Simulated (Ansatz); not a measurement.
## Y3GaC, space group Pm-3m: the orbital character of the bands, step by step

With Ansatz 0.2.0, Python API.

Notebook, run cell by cell (the value of a cell's last expression is shown):

In [1]:
```python
from pathlib import Path

import ansatz as az
import pandas as pd

lattice = az.Lattice.of(
    [4.85428627, 0.0, 0.0],
    [0.0, 4.85428627, 0.0],
    [0.0, 0.0, 4.85428627],
)
sites = [
    ("Y", [0.5, 0.0, 0.5]),
    ("Y", [0.5, 0.5, 0.0]),
    ("Y", [0.0, 0.5, 0.5]),
    ("Ga", [0.0, 0.0, 0.0]),
    ("C", [0.5, 0.5, 0.5]),
]
cell = az.Crystal(lattice=lattice)
for symbol, position in sites:
    cell = cell.atom(symbol, position)
```

In [2]:
```python
cell.resolved().sites[-1]
```
Out [2]:
```text
Site(symbol='C', position=(0.5, 0.5, 0.5), moment=None, axis=None, held=None, saved=None)
```

In [3]:
```python
points = {"G": (0.0, 0.0, 0.0), "X": (0.0, 0.5, 0.0), "M": (0.5, 0.5, 0.0), "R": (0.5, 0.5, 0.5)}
model = (
    cell.calculation()
    .functional(az.Functional.PBESOL)
    .kpoints(length=24)
    .occupations("fermi_dirac", width=0.15)
    .band_structure(list(points.values()), intervals=1)
    .fat_bands()
)
result = model.run(threads=1)
report = result.report

report["kpoints_frac"][:4]
```
```text
DeckWarning: basis.ecutwfc = 420 eV, auto-derived from the records' recommended cutoffs: set by Y (normal level)
```
Out [3]:
```text
[[0.0, 0.0, 0.0], [0.0, 0.0, 0.2], [0.0, 0.0, 0.4], [0.0, 0.2, 0.2]]
```

In [4]:
```python
file = Path(result.write_results("results")) / "fatbands.tsv"
names = file.read_text().splitlines()[0].lstrip("# ").split("\t")
table = pd.read_csv(file, sep="\t", comment="#", names=names)
near = table[table.e_minus_ef.abs() < 2]
for ik, label in enumerate(points):
    print(label)
    for _, row in near[near.ik == ik].iterrows():
        main = row[names[4:]].astype(float).nlargest(2)
        print(f"   band {int(row.band):3d} {row.e_minus_ef:7.3f} eV  " + ", ".join(f"{k} {v:.2f}" for k, v in main.items()))
```
```text
G
   band  19  -0.482 eV  y2_l2_4D 0.54, y1_l2_4D 0.29
   band  20  -0.482 eV  y0_l2_4D 0.53, y1_l2_4D 0.32
   band  21  -0.340 eV  c4_l1_2P 0.72, ga3_l1_4P 0.19
   band  22  -0.340 eV  c4_l1_2P 0.72, ga3_l1_4P 0.19
   band  23  -0.340 eV  c4_l1_2P 0.72, ga3_l1_4P 0.19
   band  24  -0.101 eV  y2_l2_4D 0.37, y1_l2_4D 0.37
   band  25  -0.101 eV  y0_l2_4D 0.40, y1_l2_4D 0.37
   band  26  -0.101 eV  y2_l2_4D 0.40, y0_l2_4D 0.34
   band  27   1.793 eV  ga3_l1_4P 0.76, c4_l1_2P 0.21
   band  28   1.793 eV  ga3_l1_4P 0.76, c4_l1_2P 0.21
   band  29   1.793 eV  ga3_l1_4P 0.76, c4_l1_2P 0.21
X
   band  21  -0.886 eV  c4_l1_2P 0.61, y0_l2_4D 0.32
   band  22  -0.886 eV  c4_l1_2P 0.61, y0_l2_4D 0.32
   band  23  -0.407 eV  y1_l2_4D 0.34, ga3_l1_4P 0.34
   band  24  -0.407 eV  y2_l2_4D 0.34, ga3_l1_4P 0.34
   band  25   0.328 eV  y1_l2_4D 0.50, y2_l2_4D 0.50
   band  26   0.885 eV  y0_l2_4D 0.93, y1_l1_4P 0.01
M
   band  21  -1.459 eV  c4_l1_2P 0.49, y0_l2_4D 0.23
   band  22  -1.157 eV  y2_l2_4D 0.42, ga3_l1_4P 0.37
   band  23  -1.157 eV  y0_l2_4D 0.42, ga3_l1_4P 0.37
   band  24  -0.652 eV  y0_l2_4D 0.34, y2_l2_4D 0.34
   band  25   1.727 eV  y1_l2_4D 0.93, y0_l1_4P 0.01
   band  26   1.727 eV  y1_l2_4D 0.93, y2_l1_4P 0.01
   band  27   1.964 eV  y0_l2_4D 0.55, y2_l2_4D 0.40
   band  28   1.964 eV  y2_l2_4D 0.55, y0_l2_4D 0.40
R
   band  22  -0.327 eV  ga3_l1_4P 0.92, y0_l1_4P 0.02
   band  23  -0.327 eV  ga3_l1_4P 0.92, y0_l1_4P 0.02
   band  24  -0.327 eV  ga3_l1_4P 0.92, y2_l1_4P 0.02
   band  25   1.473 eV  y1_l2_4D 0.34, y2_l2_4D 0.28
   band  26   1.473 eV  y2_l2_4D 0.29, y0_l2_4D 0.24
   band  27   1.473 eV  y0_l2_4D 0.37, y1_l2_4D 0.20
```

Spin is left out of this run. The computed bands are complete only to about 2.3 eV above the Fermi level. For a metal this k-point mesh is coarse: on a finer one energies can move by several to tens of meV an atom and pressures by half a GPa or more, differences at one mesh by less. This cell is a computed structure, which may not be the phase found in nature. Levels are Kohn-Sham eigenvalues on this mesh, without spin-orbit coupling. Warnings are shown shortened and without file and line. Energies are less the Fermi level and bands count from 0. Only the largest channels are printed, equivalent atoms hold more, and in degenerate sets the split between sites is arbitrary; shells that the potentials lack have no channel. Run time: 1.7 s on 1 thread of AMD EPYC 9R45 96-Core Processor (Zen 5) (shared host), peak memory 0.49 GiB.

(Lines on the test bed's own set-up are left out of the output.)
